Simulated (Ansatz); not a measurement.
# Al4Ir: the cost of one run

Method: DFT PBE, scalar-relativistic, plane waves, PAW, in Ansatz 0.2.0.

### 1 Starting point

The structure is tetragonal, space group P4/mmm (No. 123). Conventional cell: a = 3.376 Å, b = 3.376 Å, c = 6.704 Å, α = 90.00°, β = 90.00°, γ = 90.00°. Al (site symmetry 4mm) is surrounded by 4 Al at 2.40 Å. Al (site symmetry 4mm) is surrounded by 1 Ir at 1.54 Å. Ir (site symmetry 4/mmm) is surrounded by 2 Al at 1.54 Å.

Coordinates:

```xyz
5
Lattice="3.3764 0.0000 0.0000 0.0000 3.3764 0.0000 0.0000 0.0000 6.7038" Properties=species:S:1:pos:R:3 pbc="T T T"
Al    0.0000    0.0000    1.7582
Al    0.0000    0.0000    4.9456
Al    1.6882    1.6882    1.5427
Al    1.6882    1.6882    5.1611
Ir    1.6882    1.6882    0.0000
```

Recipe of the guess: random cell by space group and Wyckoff sites (P4/mmm, No. 123). Lengths come from tabulated atomic sizes and are only a guess.

### 2 A first look at the guess

input.yaml reads:

```yaml
crystal:
  lattice:
    - [3.37637179, 0.0, 0.0]
    - [0.0, 3.37637179, 0.0]
    - [0.0, 0.0, 6.70380037]
  atoms:
    - { symbol: Al, position: [0.0, 0.0, 0.26226401] }
    - { symbol: Al, position: [0.0, 0.0, 0.73773599] }
    - { symbol: Al, position: [0.5, 0.5, 0.23011864] }
    - { symbol: Al, position: [0.5, 0.5, 0.76988136] }
    - { symbol: Ir, position: [0.5, 0.5, 0.0] }
basis:
  ecutwfc: 420
kpoints:
  mp_grid: { grid: [6, 6, 4] }
hamiltonian:
  xc: pbe
scf:
  occupations: { method: gaussian, width: 0.1 }
  lower_state_search: "off"
output:
  forces: true
  stress: true
  eigenvalues: true
```

Started as:

```
$ ansatz run input.yaml --threads 1 --pin off --max-ram 2560MiB --backend cpu --events-out ev --progress --plain --runs-dir out
```

Q: Estimate wall time and peak memory on 1 thread of Arm Neoverse V1, shared host.

About 3 s, with a peak of 0.33 GiB.
